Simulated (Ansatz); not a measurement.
**CH₆BFSeSi: one species, many methods**

An exercise on one series of results from a longer session: the logs are not shown, and one member is left open.

Program: Ansatz 0.2.0, Gaussian basis. Level of theory: functionals in def2-TZVPP, the program's frozen cores in correlated methods. These are calculated values, not measurements.

Levels to be run: PBE-D4, r2SCAN-D4, PBE0-D4, B3LYP-D4, ωB97X-V, ωB97M-V, B2PLYP; CCSD(T)/def2-TZVPP; MP2/def2-QZVPP; extrapolation to the limit.

**The geometry**

An earlier PBE0-D4 in a triple-zeta def2 set relaxation fixed the geometry.

11 atoms, charge 0, spin multiplicity 1.

Atoms are counted from 1 here; the program's logs count them from 0.

Bond lengths: B1–C2 1.538 Å, B1–Se4 2.242 Å, B1–H6 1.195 Å, B1–H7 1.193 Å, C2–F3 1.354 Å, C2–Se4 2.064 Å, C2–H8 1.087 Å, Se4–Si5 2.301 Å, Si5–H9 1.480 Å, Si5–H10 1.483 Å, Si5–H11 1.479 Å. Angles: C2–B1–Se4 63.0°, C2–B1–H6 117.2°, C2–B1–H7 119.3°, Se4–B1–H6 104.2°, Se4–B1–H7 110.1°, H6–B1–H7 122.4°, B1–C2–F3 121.4°, B1–C2–Se4 75.4°, B1–C2–H8 124.5°, F3–C2–Se4 111.8°, F3–C2–H8 109.7°, Se4–C2–H8 105.5°, B1–Se4–C2 41.6°, B1–Se4–Si5 99.0°, C2–Se4–Si5 95.7°, Se4–Si5–H9 109.8°, Se4–Si5–H10 103.5°, Se4–Si5–H11 110.6° and more.

Geometry (Å):

| atom | x (Å) | y (Å) | z (Å) |
| --- | --- | --- | --- |
| B1 | -1.0119 | 1.2844 | 0.4137 |
| C2 | -1.4201 | 0.0403 | -0.3925 |
| F3 | -0.8530 | -0.2436 | -1.5893 |
| Se4 | -0.3059 | -0.7010 | 1.1785 |
| Si5 | 1.6679 | -0.8586 | 0.0067 |
| H6 | -1.7730 | 1.6665 | 1.2520 |
| H7 | -0.0830 | 1.9378 | 0.0491 |
| H8 | -2.3877 | -0.4508 | -0.3200 |
| H9 | 1.5443 | -1.8882 | -1.0499 |
| H10 | 2.6446 | -1.2981 | 1.0331 |
| H11 | 2.0432 | 0.4542 | -0.5607 |

Set-up of the first run:

in.yaml reads:

```yaml
crystal:
  periodic: [false, false, false]
  atoms:
    - {symbol: B, position_ang: [-1.011926, 1.284386, 0.413701]}
    - {symbol: C, position_ang: [-1.420125, 0.040273, -0.392508]}
    - {symbol: F, position_ang: [-0.852951, -0.243565, -1.589294]}
    - {symbol: Se, position_ang: [-0.305887, -0.701049, 1.178481]}
    - {symbol: Si, position_ang: [1.667918, -0.858586, 0.006681]}
    - {symbol: H, position_ang: [-1.773030, 1.666488, 1.251959]}
    - {symbol: H, position_ang: [-0.083001, 1.937831, 0.049057]}
    - {symbol: H, position_ang: [-2.387673, -0.450811, -0.320002]}
    - {symbol: H, position_ang: [1.544310, -1.888177, -1.049904]}
    - {symbol: H, position_ang: [2.644578, -1.298062, 1.033133]}
    - {symbol: H, position_ang: [2.043186, 0.454170, -0.560705]}
basis:
  gaussian: {orbitals: def2-TZVPP}
hamiltonian: {xc: pbe, dispersion: d4}
output: {forces: true, orbitals: {seedname: orbitals}}
```

The run is started by

```sh
ansatz run in.yaml --threads 4 --pin off --events-out ev --progress --plain --max-ram 10444MiB
```

Among the steps run: PBE-D4 (GGA); r2SCAN-D4 (meta-GGA); PBE0-D4 (hybrid); B3LYP-D4 (hybrid); ωB97X-V (range-separated); ωB97M-V (range-separated); B2PLYP (double hybrid); CCSD(T) in def2-TZVPP; MP2 in def2-QZVPP.

One of the session's tables, all rows but one given; the rest of the session is left out.

It belongs to the step «Atomisation energies». 

| method | atomisation energy (kcal/mol) |
| --- | --- |
| PBE-D4 | 882.6 |
| r2SCAN-D4 | 873.9 |
| PBE0-D4 | 868.3 |
| B3LYP-D4 | 866.9 |
| ωB97X-V | 870.5 |
| ωB97M-V | 868.0 |
| B2PLYP | 855.5 |
| HF/def2-TZVPP | 633.7 |
| MP2/def2-TZVPP | 856.3 |
| CCSD/def2-TZVPP | 830.2 |
| CCSD(T)/def2-TZVPP | 844.1 |
| MP2/CBS | ? |
| CCSD(T)/CBS | 866.6 |

Q: Estimate the row for MP2/CBS from the others.

The run gave: atomisation energy (kcal/mol): 878.8. In the column «atomisation energy (kcal/mol)» it lies between r2SCAN-D4 (873.9) and PBE-D4 (882.6).

To keep in mind: Free atoms (1 B, 1 C, 1 F, 1 Se, 1 Si, 6 H) were run apart at each level; the atomisation energy is their sum less the molecule, without zero-point or spin-orbit terms.
